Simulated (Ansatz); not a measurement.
This script drives the Python package of Ansatz (0.2.0).

Input file `al2o3.extxyz`:
```text
10
Lattice="4.83555843 -2.75216853 0.0 4.83555843 2.75216853 0.0 0.0 0.0 4.92453293" Properties=species:S:1:pos:R:3 pbc="T T T"
Al    8.04488084   -0.88335186    4.58854303
Al    1.62623602   -0.88335186    4.58854303
Al    8.04488084    0.88335186    2.12627656
Al    1.62623602    0.88335186    2.12627656
O     4.83555843   -1.54615843    2.40884119
O     7.53270304   -0.66079875    2.89327227
O     2.13841382   -0.66079875    2.89327227
O     7.53270304    0.66079875    0.43100581
O     2.13841382    0.66079875    0.43100581
O     4.83555843    1.54615843    4.87110766
```

The script, `pdos_al2o3.py`:
```python
"""Projected density of states of Al2O3."""

import ansatz as az
import numpy as np


def main() -> None:
    xtal = az.Crystal.from_extxyz("al2o3.extxyz")

    calculation = (
        xtal.calculation()
        .occupations("fixed")
        .functional("pbesol")
        .basis(550)
        .kpoints(4, 4, 4)
        .scf(extra_bands=26)
        .density_of_states(projected=True, method="smearing", broadening_width=0.15, energy_step=0.1)
    )
    res = calculation.run(threads=1, pin="off")
    summary = res.report

    dos = res.density_of_states()
    energy = np.asarray(dos.energies_ev) - dos.fermi_ev
    curves = {}
    for site in res.projected_density_of_states().sites:
        for shell in site.shells:
            weight = sum(np.sum(curve.g_bin_mean_per_ev, axis=0) for curve in shell.curves)
            name = f"{site.species} {shell.label}"
            curves[name] = curves.get(name, 0) + weight

    print("E-EF   " + " ".join(f"{name:>8s}" for name in curves))
    for e in np.arange(-6, 6 + 0.1, 0.5):
        print(f"{e:5.1f}  " + " ".join(f"{np.interp(e, energy, g):8.3f}" for g in curves.values()))


if __name__ == "__main__":
    main()
```

It is started by `python pdos_al2o3.py`. Estimate its wall time and peak memory on 1 thread of Arm Neoverse V1, on a shared host.

It took about 18 s, with a peak of 0.49 GiB, for 1 run of the engine.

Running `python pdos_al2o3.py` prints:
```text
E-EF      Al 3S    Al 3P     O 2S     O 2P
 -6.0     0.682    0.350    0.048    3.430
 -5.5     0.583    0.404    0.111    3.716
 -5.0     0.301    0.338    0.092    2.718
 -4.5     0.242    0.434    0.085    3.171
 -4.0     0.144    0.518    0.052    3.364
 -3.5     0.125    0.770    0.072    6.068
 -3.0     0.101    0.726    0.036    7.074
 -2.5     0.022    0.313    0.042    3.934
 -2.0     0.022    0.347    0.081    6.356
 -1.5     0.007    0.161    0.033    5.600
 -1.0     0.001    0.046    0.008    0.576
 -0.5     0.012    0.549    0.077    9.159
  0.0     0.006    0.169    0.029    4.848
  0.5     0.000    0.000    0.000    0.000
  1.0     0.000    0.000    0.000    0.000
  1.5     0.000    0.000    0.000    0.000
  2.0     0.000    0.000    0.000    0.000
  2.5     0.000    0.000    0.000    0.000
  3.0     0.000    0.000    0.000    0.000
  3.5     0.000    0.000    0.000    0.000
  4.0     0.007    0.000    0.003    0.000
  4.5     0.005    0.000    0.002    0.000
  5.0     0.354    0.174    0.226    0.062
  5.5     0.156    0.158    0.128    0.057
  6.0     0.155    0.153    0.130    0.053
```

Caveats:
- Semilocal gaps usually lie well under measured ones.
- With fixed filling the reported Fermi level is the top filled level among the k-points of the SCF.
- The crystal has a gap of about 4.24 eV on the mesh; density of states inside it is the tail of the broadening.
- This cell is a computed structure, which may not be the phase found in nature.
- Curves are summed over the cell's atoms. Only shells that the potentials hold have channels, so projections don't add up to the total, least of all where a shell is missing (p of most metals); heights and places of peaks move with the mesh.
- The density of states is complete only as far up as bands were computed.
